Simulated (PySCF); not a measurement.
# C2H6Cl2Sn: the cost of one run

Computed with PySCF 2.14.0 and routines of our own; the level stands in each step. Atoms count from 0.

### 1 The starting structure

11 atoms, charge 0, multiplicity 1; geometry from: GFN2-xTB.

### 2 Geometry optimisation at PBE0-D3(BJ)/def2-SVP

The job: settings as JSON, then the geometry in Å.

```
{"job": {"xc": "PBE0", "basis": "def2-SVP", "d3": "d3bj", "grid": 1, "maxiter": 30, "shake": 0.01, "kind": "geom"}, "charge": 0, "multiplicity": 1}
C      1.857320    -0.655650     0.400240
Sn     0.035700     0.616820     0.058300
C     -1.917840    -0.297910    -0.500280
Cl     0.608130     2.182470    -1.592550
Cl    -0.304830     1.886960     1.974270
H      1.637260    -1.313420     1.206830
H      2.670200     0.024070     0.653760
H      2.079420    -1.167830    -0.518190
H     -2.625700     0.506500    -0.587260
H     -2.210580    -0.973490     0.306260
H     -1.790970    -0.834370    -1.417030
```

The run is started by

```
> OMP_NUM_THREADS=1 python heavy_run.py task.json out
```

The driver reads the jobs from task.json and runs them one after another.

Q: Estimate the wall time and peak memory of this first job on 1 thread of Arm Neoverse V1, shared host.

About 81 s, with a peak of 0.52 GiB.
